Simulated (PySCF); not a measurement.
# CH5ClGe (SMILES [H][Ge]([H])([CH3])[Cl]): levels of theory compared

Wanted: a comparison of 5 runs (HF/cc-pVTZ, BLYP/6-31G, B3LYP/6-31G*, CAM-B3LYP/6-31G**, CCSD(T)/cc-pVDZ) of CH5ClGe. 

Program for the calculation: PySCF 2.14.0.

**1. The molecule**

CH5ClGe: 8 atoms, total charge 0, spin state singlet. As SMILES, `[H][Ge]([H])([CH3])[Cl]`. Geometry: a GFN2-xTB relaxation, a rough one for these elements and not checked as a minimum.

Bond lengths: Ge1–C4 1.971 Å, Ge1–Cl8 2.102 Å, Ge1–H2 1.512 Å, Ge1–H3 1.512 Å, C4–H5 1.086 Å, C4–H6 1.088 Å, C4–H7 1.088 Å. Some angles: C4–Ge1–Cl8 108.5°, Ge1–C4–H5 111.2°, Ge1–C4–H6 110.3°, Ge1–C4–H7 110.3°, H2–Ge1–C4 112.8°, H2–Ge1–Cl8 107.3°, H3–Ge1–C4 112.8°, H3–Ge1–Cl8 107.5°, H5–C4–H6 108.4°, H5–C4–H7 108.4°.

**2. Energy and forces at HF/cc-pVTZ (run 1)**

Contents of run.py:

```python
from pyscf import gto, scf

system = gto.Mole()
system.atom = '''
Ge     0.483850    -0.678830     0.346630
H      0.506980    -0.747660     1.856740
H      1.912190    -0.767860    -0.140000
C     -0.455050     0.916670    -0.329980
H     -0.006740     1.828520     0.052960
H     -1.499870     0.894640    -0.028830
H     -0.415750     0.944310    -1.416630
Cl    -0.525610    -2.389780    -0.340890
'''
system.max_memory = 1860
system.verbose = 4
system.charge = 0
system.basis = 'cc-pvtz'
system.build()

mf = scf.RHF(system)
mf.conv_tol = 1e-10
mf.kernel()
if not mf.converged:
    mf = mf.newton().run(mf.mo_coeff, mf.mo_occ)

energy = mf.e_tot
print('Final energy', energy)
grad = mf.nuc_grad_method().kernel()
dip = mf.dip_moment()
pop, q = mf.mulliken_pop()
```

The run is started by

```console
OMP_NUM_THREADS=1 python run.py
```

Standard output:

```text
PySCF version 2.14.0

[... 62 lines left out ...]
converged SCF energy = -2575.76893626289
Final energy -2575.768936262889
[... 11 lines left out ...]
Dipole moment(X, Y, Z, Debye):  0.52108,  2.09891,  0.33515
[... 147 lines left out ...]
pop of  7 Cl 4s           0.18906
pop of  7 Cl 5s           0.68561
pop of  7 Cl 2px          1.94058
pop of  7 Cl 2py          1.93899
pop of  7 Cl 2pz          1.94102
pop of  7 Cl 3px          1.00481
pop of  7 Cl 3py          0.93690
pop of  7 Cl 3pz          1.02502
pop of  7 Cl 4px          0.36373
pop of  7 Cl 4py          0.33803
pop of  7 Cl 4pz          0.37151
pop of  7 Cl 5px          0.52321
pop of  7 Cl 5py          0.44220
pop of  7 Cl 5pz          0.54669
pop of  7 Cl 3dxy         0.00236
pop of  7 Cl 3dyz         0.00137
pop of  7 Cl 3dz^2        0.00079
pop of  7 Cl 3dxz         0.00052
pop of  7 Cl 3dx2-y2      0.00125
pop of  7 Cl 4dxy         0.00755
pop of  7 Cl 4dyz         0.00514
pop of  7 Cl 4dz^2        0.00298
pop of  7 Cl 4dxz         0.00209
pop of  7 Cl 4dx2-y2      0.00514
pop of  7 Cl 4f-3         0.00035
pop of  7 Cl 4f-2         0.00040
pop of  7 Cl 4f-1         0.00028
pop of  7 Cl 4f+0         0.00023
pop of  7 Cl 4f+1         0.00011
pop of  7 Cl 4f+2         0.00019
pop of  7 Cl 4f+3         0.00057
 ** Mulliken atomic charges  **
charge of    0Ge =      0.62926
charge of    1H =     -0.11314
charge of    2H =     -0.11292
charge of    3C =     -0.39313
charge of    4H =      0.09737
charge of    5H =      0.10723
charge of    6H =      0.10638
charge of    7Cl =     -0.32103
```

Wall time 79 s (1 thread of Arm Neoverse V1, shared host); peak memory 1 GiB.

**3. Energy and forces at BLYP/6-31G (run 2)**

Contents of input.py:

```python
from pyscf import gto, dft

system = gto.M(
    atom='''
Ge     0.914344    -1.282803     0.655036
H      0.958053    -1.412873     3.508730
H      3.613515    -1.451045    -0.264562
C     -0.859920     1.732255    -0.623572
H     -0.012737     3.455402     0.100080
H     -2.834344     1.690625    -0.054481
H     -0.785654     1.784487    -2.677043
Cl    -0.993259    -4.516030    -0.644189
''',
    charge=0,
    basis='6-31g',
    max_memory=1860,
    verbose=4,
    unit='bohr',
)

mf = dft.RKS(system)
mf.xc = 'blyp'
mf.grids.level = 5
mf.conv_tol = 1e-10
mf.kernel()
if not mf.converged:
    mf = mf.newton().run(mf.mo_coeff, mf.mo_occ)

e_final = mf.e_tot
print('Final energy', e_final)
grad = mf.nuc_grad_method().kernel()
mf.analyze()
```

The run is started by

```console
OMP_NUM_THREADS=1 python input.py
```

Standard output:

```text
PySCF version 2.14.0

[... 78 lines left out ...]
converged SCF energy = -2577.95702154636
[... 18 lines left out ...]
Two-electron Coulomb Energy =         1392.460204923526817
[... 7 lines left out ...]
MO #5   energy= -43.7943809975182  occ= 2
[... 5 lines left out ...]
MO #11  energy= -6.97765885119018  occ= 2
[... 5 lines left out ...]
MO #17  energy= -1.06699730030676  occ= 2
[... 5 lines left out ...]
MO #23  energy= -0.492101191878613 occ= 2
[... 5 lines left out ...]
MO #29  energy= -0.256610904095494 occ= 2
[... 5 lines left out ...]
MO #35  energy= 0.0902929906758665 occ= 0
[... 5 lines left out ...]
MO #41  energy= 0.242978412464401  occ= 0
[... 5 lines left out ...]
MO #47  energy= 0.603445259041315  occ= 0
[... 5 lines left out ...]
MO #53  energy= 0.96215810373182   occ= 0
[... 5 lines left out ...]
MO #59  energy= 2.76283357707416   occ= 0
[... 31 lines left out ...]
pop of  2 H 1s            1.04913
pop of  2 H 2s            0.00432
pop of  3 C 1s            1.99984
pop of  3 C 2s            1.06704
pop of  3 C 3s            0.00263
pop of  3 C 2px           1.14383
pop of  3 C 2py           1.13892
pop of  3 C 2pz           1.14304
pop of  3 C 3px           0.00426
pop of  3 C 3py           0.00361
pop of  3 C 3pz           0.00428
pop of  4 H 1s            0.86602
pop of  4 H 2s            0.00749
pop of  5 H 1s            0.86448
pop of  5 H 2s            0.00776
pop of  6 H 1s            0.86515
pop of  6 H 2s            0.00770
pop of  7 Cl 1s           2.00000
pop of  7 Cl 2s           1.99978
pop of  7 Cl 3s           1.88449
pop of  7 Cl 4s           0.00392
pop of  7 Cl 2px          1.99992
pop of  7 Cl 2py          1.99990
pop of  7 Cl 2pz          1.99993
pop of  7 Cl 3px          1.84002
pop of  7 Cl 3py          1.65121
pop of  7 Cl 3pz          1.89823
pop of  7 Cl 4px          0.00231
pop of  7 Cl 4py          0.00353
pop of  7 Cl 4pz          0.00197
 ** Mulliken atomic charges  **
charge of    0Ge =      0.51844
charge of    1H =     -0.05375
charge of    2H =     -0.05345
charge of    3C =     -0.50744
charge of    4H =      0.12649
charge of    5H =      0.12777
charge of    6H =      0.12715
charge of    7Cl =     -0.28521
Dipole moment(X, Y, Z, Debye):  0.73091,  2.65926,  0.47813
```

Run time: 29 s. Hardware: 1 thread of Arm Neoverse V1, shared host; peak memory 0.6 GiB.

Runs 3 to 4 aren't shown in full; the table further down has their settings and results.

**4. A single-point energy at CCSD(T)/cc-pVDZ (run 5)**

Contents of input.py:

```python
from pyscf import gto, scf, cc

system = gto.M(
    atom='''
Ge     0.914344    -1.282803     0.655036
H      0.958053    -1.412873     3.508730
H      3.613515    -1.451045    -0.264562
C     -0.859920     1.732255    -0.623572
H     -0.012737     3.455402     0.100080
H     -2.834344     1.690625    -0.054481
H     -0.785654     1.784487    -2.677043
Cl    -0.993259    -4.516030    -0.644189
''',
    max_memory=1860,
    basis='cc-pvdz',
    verbose=3,
    unit='bohr',
)

mf = scf.RHF(system)
mf.conv_tol = 1e-10
mf.kernel()
if not mf.converged:
    mf = mf.newton().run(mf.mo_coeff, mf.mo_occ)

mycc = cc.CCSD(mf, frozen=15)
mycc.kernel()
e_t = mycc.ccsd_t()
etot = mycc.e_tot + e_t
print('E = %.10f Eh' % etot)
mf.analyze()
```

The run is started by

```console
OMP_NUM_THREADS=1 python input.py
```

Standard output:

```text
converged SCF energy = -2575.66323597833
E(CCSD) = -2576.108308071114  E_corr = -0.4450720927794648
CCSD(T) correction = -0.0109851280003448
E = -2576.1192931991 Eh
**** MO energy ****
MO #1   energy= -405.312165028506  occ= 2
MO #2   energy= -104.810001954594  occ= 2
MO #3   energy= -52.2142321339738  occ= 2
MO #4   energy= -46.3035593051751  occ= 2
MO #5   energy= -46.3027812863663  occ= 2
MO #6   energy= -46.3025721457076  occ= 2
MO #7   energy= -11.237573892938   occ= 2
MO #8   energy= -10.5393075627675  occ= 2
MO #9   energy= -8.00647199313044  occ= 2
MO #10  energy= -8.00372389069587  occ= 2
MO #11  energy= -8.00371880252055  occ= 2
MO #12  energy= -7.2351584036184   occ= 2
MO #13  energy= -5.21240454136573  occ= 2
MO #14  energy= -5.20892125035898  occ= 2
MO #15  energy= -5.20827645688324  occ= 2
MO #16  energy= -1.68200985818484  occ= 2
MO #17  energy= -1.67803366153284  occ= 2
MO #18  energy= -1.67750625838243  occ= 2
MO #19  energy= -1.67298864082713  occ= 2
MO #20  energy= -1.6722814858685   occ= 2
MO #21  energy= -1.08460972256641  occ= 2
MO #22  energy= -0.956524023841506 occ= 2
MO #23  energy= -0.714278057617994 occ= 2
MO #24  energy= -0.576947718810276 occ= 2
MO #25  energy= -0.576774132416571 occ= 2
MO #26  energy= -0.504056910070815 occ= 2
MO #27  energy= -0.502422192066751 occ= 2
MO #28  energy= -0.489845085220265 occ= 2
MO #29  energy= -0.434117662233026 occ= 2
MO #30  energy= -0.426013408731578 occ= 2
MO #31  energy= 0.144526942582246  occ= 0
MO #32  energy= 0.167110116336126  occ= 0
MO #33  energy= 0.202700637977055  occ= 0
MO #34  energy= 0.210028249510897  occ= 0
MO #35  energy= 0.230832031366447  occ= 0
MO #36  energy= 0.248724963836208  occ= 0
MO #37  energy= 0.250569350818275  occ= 0
MO #38  energy= 0.410247363185686  occ= 0
MO #39  energy= 0.429635448189707  occ= 0
MO #40  energy= 0.457756684799104  occ= 0
MO #41  energy= 0.477457638614625  occ= 0
MO #42  energy= 0.508006436535407  occ= 0
MO #43  energy= 0.510193939781963  occ= 0
MO #44  energy= 0.612205760284472  occ= 0
MO #45  energy= 0.615355494865936  occ= 0
MO #46  energy= 0.640785875890532  occ= 0
MO #47  energy= 0.716493677765491  occ= 0
MO #48  energy= 0.718465065575876  occ= 0
MO #49  energy= 0.744612913053263  occ= 0
MO #50  energy= 0.824484911424043  occ= 0
MO #51  energy= 0.82505460123037   occ= 0
MO #52  energy= 0.869967010685807  occ= 0
MO #53  energy= 0.873358859979847  occ= 0
MO #54  energy= 0.93488595177192   occ= 0
MO #55  energy= 0.970861456169747  occ= 0
MO #56  energy= 0.97975146965126   occ= 0
MO #57  energy= 1.00844526699623   occ= 0
MO #58  energy= 1.09026135294861   occ= 0
MO #59  energy= 1.09336763352536   occ= 0
MO #60  energy= 1.09465012008147   occ= 0
MO #61  energy= 1.11381410871272   occ= 0
MO #62  energy= 1.12416278575401   occ= 0
MO #63  energy= 1.28992528137004   occ= 0
MO #64  energy= 1.33441909000689   occ= 0
MO #65  energy= 1.37398280678682   occ= 0
MO #66  energy= 1.53001828543523   occ= 0
MO #67  energy= 1.5949225474584    occ= 0
MO #68  energy= 1.67307278257242   occ= 0
MO #69  energy= 1.73216471937297   occ= 0
MO #70  energy= 1.73653121941083   occ= 0
MO #71  energy= 1.82066732344422   occ= 0
MO #72  energy= 1.84680133694767   occ= 0
MO #73  energy= 1.91510021568429   occ= 0
MO #74  energy= 1.91869350336271   occ= 0
MO #75  energy= 2.02141577489334   occ= 0
MO #76  energy= 2.03799082510123   occ= 0
MO #77  energy= 2.13880456054182   occ= 0
MO #78  energy= 2.20450981558886   occ= 0
MO #79  energy= 2.22339587313764   occ= 0
MO #80  energy= 2.41445460522555   occ= 0
MO #81  energy= 2.42309339632449   occ= 0
MO #82  energy= 2.75659284069496   occ= 0
MO #83  energy= 2.79209078499243   occ= 0
MO #84  energy= 2.80005284473119   occ= 0
 ** Mulliken atomic charges  **
charge of    0Ge =      0.76513
charge of    1H =     -0.11858
charge of    2H =     -0.11829
charge of    3C =     -0.48353
charge of    4H =      0.10213
charge of    5H =      0.10468
charge of    6H =      0.10398
charge of    7Cl =     -0.35552
Dipole moment(X, Y, Z, Debye):  0.59029,  2.25689,  0.38069
```

Wall time 26 s (1 thread of Arm Neoverse V1, shared host); peak memory 0.34 GiB.

**5. The series**

```
run                                    level  integration grid  Cartesian functions   energy (Eh)  dipole moment (D) of the reference  HOMO energy (eV)  LUMO energy (eV)  wall time
  1                               HF/cc-pVTZ                 –                   no  -2575.768936                                2.19            -11.63              3.31       79 s
  2                               BLYP/6-31G                 5                   no  -2577.957022                                2.80             -6.93             -0.53       29 s
  3       B3LYP/6-31G* (Cartesian functions)                 5                  yes  -2578.119423                                2.34             -8.13              0.15       41 s
  4  CAM-B3LYP/6-31G** (spherical functions)                 5                   no  -2578.160056                                2.41             -9.72              1.38       70 s
  5                          CCSD(T)/cc-pVDZ                 –                   no  -2576.119293                                2.36            -11.59              3.93       26 s
```

**6. Results**

| quantity | value |
| --- | --- |
| run 5: total energy | -2576.11929 Eh |
| run 5: dipole moment (Hartree–Fock density) | 2.36 D |
| run 5: HOMO energy (Hartree–Fock orbitals) | -11.59 eV |
| run 5: LUMO energy (Hartree–Fock orbitals) | 3.93 eV |
| run 5: HOMO–LUMO gap (Hartree–Fock orbitals) | 15.53 eV |
| run 5: correlation energy (15 core orbitals frozen) | -456.1 mEh |
| run 5: (T) correction | -10.99 mEh |
| run 5: T1 diagnostic | 0.007 |

What this shows: Over runs 1, 2, 3, 4 the dipole moment (its size) runs from 2.19 D (HF/cc-pVTZ) to 2.80 D (BLYP/6-31G). The two ends differ in method and basis. Over runs 1, 2, 3, 4 the HOMO–LUMO gap runs from 6.41 eV (BLYP/6-31G) to 14.94 eV (HF/cc-pVTZ). Totals of different functionals can't be ranked against each other. All runs together took 4.1 min, the longest 79 s.
